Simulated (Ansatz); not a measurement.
# C₂H₈N₂Si: up Jacob's ladder to CCSD(T)

How much do the methods differ for C₂H₈N₂Si? The plan is to run it at one geometry with functionals of several rungs and with coupled cluster, and see how far each lands from CCSD(T) at the basis-set limit for the atomisation energy.

Method: functionals in def2-TZVPP, the program's frozen cores in correlated methods; program: Ansatz 0.2.0, Gaussian basis.

Levels to be run: PBE-D4, r2SCAN-D4, PBE0-D4, B3LYP-D4, ωB97X-V, ωB97M-V, B2PLYP; CCSD(T)/def2-TZVPP; MP2/def2-QZVPP; extrapolation to the limit.

### Step 1. The geometry

An earlier PBE0-D4 in a triple-zeta def2 set relaxation fixed the geometry.

SMILES `C=NCN[SiH3]`, 13 atoms, charge 0, spin multiplicity 1.

Atoms are counted from 1 here; the program's logs count them from 0.

Bond lengths: C1–N2 1.257 Å, C1–H6 1.090 Å, C1–H7 1.100 Å, N2–C3 1.454 Å, C3–N4 1.436 Å, C3–H8 1.102 Å, C3–H9 1.095 Å, N4–Si5 1.725 Å, N4–H10 1.009 Å, Si5–H11 1.493 Å, Si5–H12 1.487 Å, Si5–H13 1.485 Å. Angles: N2–C1–H6 119.6°, N2–C1–H7 123.2°, H6–C1–H7 117.2°, C1–N2–C3 117.4°, N2–C3–N4 112.5°, N2–C3–H8 111.4°, N2–C3–H9 106.9°, N4–C3–H8 108.6°, N4–C3–H9 109.6°, H8–C3–H9 107.6°, C3–N4–Si5 122.1°, C3–N4–H10 112.5°, Si5–N4–H10 117.1°, N4–Si5–H11 116.0°, N4–Si5–H12 107.3°, N4–Si5–H13 107.3°, H11–Si5–H12 107.3°, H11–Si5–H13 108.0° and more.

### Step 2. PBE-D4 (GGA)

in.yaml

```yaml
crystal:
  periodic: [false, false, false]
  atoms:
    - {symbol: C, position_ang: [-0.750535, 2.086354, -0.060524]}
    - {symbol: N, position_ang: [-0.181817, 1.296848, -0.856960]}
    - {symbol: C, position_ang: [0.911509, 0.492630, -0.336011]}
    - {symbol: N, position_ang: [0.701421, -0.914035, -0.533565]}
    - {symbol: Si, position_ang: [-0.350844, -1.834968, 0.476549]}
    - {symbol: H, position_ang: [-1.578420, 2.701564, -0.412156]}
    - {symbol: H, position_ang: [-0.456203, 2.194031, 0.993727]}
    - {symbol: H, position_ang: [1.069801, 0.676098, 0.738710]}
    - {symbol: H, position_ang: [1.818328, 0.806917, -0.863503]}
    - {symbol: H, position_ang: [0.754701, -1.180548, -1.505625]}
    - {symbol: H, position_ang: [-1.806240, -1.525996, 0.357846]}
    - {symbol: H, position_ang: [0.043649, -1.567996, 1.885528]}
    - {symbol: H, position_ang: [-0.154849, -3.265800, 0.130485]}
basis:
  gaussian: {orbitals: def2-TZVPP}
hamiltonian: {xc: pbe, dispersion: d4}
output: {forces: true, orbitals: {seedname: orbitals}}
```

Run with:

```sh
> ansatz run in.yaml --threads 4 --pin off --events-out ev --progress --plain --max-ram 10444MiB
```

The runs that follow: r2SCAN-D4 (meta-GGA); PBE0-D4 (hybrid); B3LYP-D4 (hybrid); ωB97X-V (range-separated); ωB97M-V (range-separated); B2PLYP (double hybrid); CCSD(T) in def2-TZVPP; MP2 in def2-QZVPP.

**Question.** What will the summary of the whole plan be? Wanted: atomisation energy, CCSD(T)/CBS; farthest; mean size of error, hybrid; mean size of error, range-separated; gap, smallest and largest; T1 diagnostic; triples share of the correlation energy.

As calculated:

| quantity | value |
| --- | --- |
| atomisation energy, CCSD(T)/CBS | 4685.0 kJ/mol |
| functionals within 23.4 kJ/mol (0.5 %) | r2SCAN-D4, PBE0-D4 |
| farthest | PBE-D4 (+99.3 kJ/mol) |
| mean size of error, hybrid | 17.4 kJ/mol |
| mean size of error, range-separated | 26.7 kJ/mol |
| gap, smallest and largest | 4.15 eV (PBE-D4), 11.35 eV (ωB97X-V) |
| T1 diagnostic | 0.0115 |
| triples share of the correlation energy | 4.0 % |

PBE-D4 misses by +99.3 kJ/mol. Double hybrids carry the basis error of their MP2 part in triple zeta, and no dispersion term here, so their miss is partly the set-up's. The reference freezes the cores and leaves out relativity and excitations past (T), so misses under about 23.4 kJ/mol can't be ranked. Hartree-Fock recovers 70 % of the binding; the rest is correlation. The gap grows from 4.1 to 11.4 eV across the functionals, mostly with the share of exact exchange.
